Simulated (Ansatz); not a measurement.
# C2H4BClS: basis-set convergence

The task here is to estimate one member of a computed series from the others.

Program: Ansatz 0.2.0, Gaussian basis. Level of theory: one geometry, several basis sets. These are calculated values, not measurements.

Levels to be run: PBE0-D4/def2-SVP; ωB97M-V/def2-SVP; PBE0-D4/def2-QZVPP; ωB97M-V/def2-QZVPP; the functionals' def2-TZVPP values are taken from earlier runs.

### The geometry

An earlier PBE0-D4 in a triple-zeta def2 set relaxation fixed the geometry.

SMILES `SB1CC1Cl`, 9 atoms, charge 0, spin multiplicity 1.

Atoms are counted from 1 here; the program's logs count them from 0.

Bond lengths: S1–B2 1.744 Å, S1–H6 1.347 Å, B2–C3 1.528 Å, B2–C4 1.530 Å, C3–C4 1.531 Å, C3–H7 1.087 Å, C3–H8 1.086 Å, C4–Cl5 1.761 Å, C4–H9 1.084 Å. Angles: B2–S1–H6 98.1°, S1–B2–C3 148.0°, S1–B2–C4 151.2°, C3–B2–C4 60.1°, B2–C3–C4 60.0°, B2–C3–H7 117.4°, B2–C3–H8 122.8°, C4–C3–H7 117.7°, C4–C3–H8 115.5°, H7–C3–H8 113.2°, B2–C4–C3 59.9°, B2–C4–Cl5 119.6°, B2–C4–H9 121.8°, C3–C4–Cl5 119.2°, C3–C4–H9 116.1°, Cl5–C4–H9 111.3°.

Geometry (Å):

```mol
C2H4BClS
  3D, bonds by distance, orders not assigned

  9  9  0  0  0  0  0  0  0  0999 V2000
   -1.0800    0.4539    2.0820 S   0  0
   -0.2510   -0.0280    0.6255 B   0  0
    1.0146   -0.5902   -0.0190 C   0  0
   -0.1037   -0.0238   -0.8972 C   0  0
    0.1554    1.4988   -1.7423 Cl  0  0
   -2.1461    1.0420    1.5065 H   0  0
    1.9265   -0.0057    0.0764 H   0  0
    1.1978   -1.6552   -0.1250 H   0  0
   -0.6250   -0.7380   -1.5240 H   0  0
  1  2  8  0
  2  3  8  0
  3  4  8  0
  4  5  8  0
  1  6  8  0
  3  7  8  0
  3  8  8  0
  4  9  8  0
  2  4  8  0
M  END
```

Set-up of the first run:

File in.yaml:

```yaml
crystal:
  periodic: [false, false, false]
  atoms:
    - {symbol: S, position_ang: [-1.080039, 0.453897, 2.081998]}
    - {symbol: B, position_ang: [-0.251010, -0.028037, 0.625491]}
    - {symbol: C, position_ang: [1.014646, -0.590241, -0.018955]}
    - {symbol: C, position_ang: [-0.103692, -0.023781, -0.897155]}
    - {symbol: Cl, position_ang: [0.155366, 1.498802, -1.742253]}
    - {symbol: H, position_ang: [-2.146134, 1.042029, 1.506453]}
    - {symbol: H, position_ang: [1.926514, -0.005747, 0.076388]}
    - {symbol: H, position_ang: [1.197817, -1.655203, -0.125022]}
    - {symbol: H, position_ang: [-0.624965, -0.738020, -1.524045]}
basis:
  gaussian: {orbitals: def2-SVP}
hamiltonian: {xc: pbe0, dispersion: d4}
output: {orbitals: {seedname: orbitals}}
```

On the command line:

```bash
$ ansatz run in.yaml --threads 4 --pin off --events-out ev --progress --plain --max-ram 10444MiB
```

Steps of the session up to this table: PBE0-D4 in def2-SVP; ωB97M-V in def2-SVP; PBE0-D4 in def2-QZVPP; ωB97M-V in def2-QZVPP.

One table of the session follows, with a row left open; its other results are not shown here.

It belongs to the step «Functionals by basis». 

| functional | basis | HOMO (eV) |
| --- | --- | --- |
| PBE0-D4 | def2-SVP | -7.13 |
| PBE0-D4 | def2-TZVPP | -7.25 |
| PBE0-D4 | def2-QZVPP | -7.28 |
| ωB97M-V | def2-SVP | -9.30 |
| ωB97M-V | def2-TZVPP | -9.45 |
| ωB97M-V | def2-QZVPP | ? |

**Question.** Estimate the row for ωB97M-V, def2-QZVPP.

As computed: HOMO (eV): -9.49. In the column «HOMO (eV)» it is the lowest.
